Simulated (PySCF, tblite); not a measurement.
# C₄H₁₃P₃: geometry, infrared bands and NMR shifts

What infrared bands and NMR shifts should C₄H₁₃P₃ (`CPCP(C)CP`) show?

Computed with tblite 0.8.0 and PySCF 2.14.0, with density-fitted response routines of our own, on a single molecule in the gas phase. Atoms count from 0, in the outputs and in this text.

## Step 1: Starting geometry

20 atoms, charge 0, multiplicity 1; geometry from: force field or distance geometry start.

Bonds of the start (Å): C0–P1 1.87, P1–C2 1.85, C2–P3 1.84, P3–C4 1.86, P3–C5 1.85, C5–P6 1.86, C0–H7 1.11, C0–H8 1.12, C0–H9 1.09, P1–H10 1.46, C2–H11 1.12, C2–H12 1.12, C4–H13 1.11, C4–H14 1.09, C4–H15 1.12, C5–H16 1.12, C5–H17 1.11, P6–H18 1.46, P6–H19 1.46.

## Step 2: Optimising the geometry with GFN2-xTB

The job: settings as JSON, then the geometry in Å.

```
{"job": {"kind": "relax", "xc": "GFN2-xTB", "basis": "xTB"}, "charge": 0, "multiplicity": 1}
C      2.920100    -1.464100    -0.204100
P      1.958500     0.114100     0.103600
C      0.704300     0.394400    -1.223800
P     -0.978500     0.779200    -0.578400
C     -0.894500     2.340900     0.424200
C     -1.688600    -0.522600     0.527000
P     -2.809300    -1.647300    -0.438800
H      3.423200    -1.304400    -1.179900
H      2.217800    -2.335400    -0.228700
H      3.693700    -1.650900     0.545900
H      2.935500     1.196000     0.049200
H      0.718900    -0.454700    -1.947400
H      1.045900     1.284000    -1.803400
H     -0.730300     3.157000    -0.309900
H     -0.068300     2.219800     1.132200
H     -1.885900     2.460700     0.929100
H     -2.342900     0.007500     1.268200
H     -0.942600    -1.072100     1.132500
H     -3.418900    -2.620600     0.463800
H     -3.863400    -0.870800    -1.073900
```

Started as:

```bash
$ OMP_NUM_THREADS=1 python probes_run.py task.json out
```

The driver reads the jobs from task.json and runs them one after another.

**Question.** This job is followed by: GFN2-xTB harmonic vibrations, gas phase; GIAO PBE0/pcSseg-1 NMR shielding, non-relativistic, gas phase. Predict these results of the whole session: strongest single infrared mode (GFN2-xTB); zero-point energy (GFN2-xTB); 13C shifts against TMS (PBE0/pcSseg-1); 1H shifts against TMS (PBE0/pcSseg-1, means over atoms taken as alike); 31P shifts against H3PO4 (PBE0/pcSseg-1).

**Answer**, as computed:

| quantity | value |
| --- | --- |
| strongest single infrared mode (GFN2-xTB) | 2241 cm⁻¹, 194 km/mol |
| zero-point energy (GFN2-xTB) | 97.0 kcal/mol |
| 13C shifts against TMS (PBE0/pcSseg-1) | 23.5, 15.7, 14.4, 8.6 ppm |
| 1H shifts against TMS (PBE0/pcSseg-1, means over atoms taken as alike) | 3.05, 2.81, 2.00, 1.97, 1.21, 1.14 ppm |
| 31P shifts against H3PO4 (PBE0/pcSseg-1) | -51.6, -137.6, -192.2 ppm |

**Reading.** Over 121 steps the energy fell by 2.038 eV; of the close pairs, P6–H18 changed most, 1.461 to 1.394 Å. The lowest mode is slightly imaginary (13i cm⁻¹), a soft motion within the noise of the Hessian, so the minimum is not strictly shown. The strongest single mode, at 2241 cm⁻¹, moves mainly H10. Unscaled tight-binding wavenumbers are off by several per cent, some by more. Its intensities can rank the bands wrongly. At PBE0/pcSseg-1: Shielding is most anisotropic at P6 (span 147 ppm, paramagnetic term -455 ppm).
